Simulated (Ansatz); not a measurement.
Crystal: GaGe.

```
Ge Ga
1.0
     0.00000    2.89784    2.89784
     2.89784    0.00000    2.89784
     2.89784    2.89784    0.00000
Ge Ga
1 1
Direct
  0.00000 0.00000 0.00000
  0.25000 0.25000 0.25000
```

The cell comes from a database or a generator and needn't be the stable form of this composition.

Program: Ansatz 0.2.0. Alike in all runs: potentials or basis Ansatz PAW; cell as given.

Task: Order these runs on this cell by their pressure, lowest first.
A. level r2SCAN; spin SOC, no magnetisation; k mesh 6 × 6 × 6; cutoff (eV) 500; smearing fermi-dirac 0.05 eV; points for each segment of the path 14
B. level RPBE; spin off; k mesh 8 × 8 × 8; cutoff (eV) 420; smearing fermi-dirac 0.05 eV; points for each segment of the path 14
C. level LDA; spin SOC, no magnetisation; k mesh 6 × 6 × 6; cutoff (eV) 420; smearing fermi-dirac 0.05 eV; points for each segment of the path 14
D. level PBE; spin off; k mesh 8 × 8 × 8; cutoff (eV) 420; smearing gaussian 0.019 eV

Result: C (-4.3 GPa), A (-2.3 GPa), D (0.2 GPa), B (1.9 GPa).

Caveats: the PAW data sets come from PBE, with cores solved anew for the run's functional, which leaves a small shift of forces and pressure (some runs); the potentials were made for another functional, which shifts forces and pressure (some runs).

Not every run made on this cell is shown here.
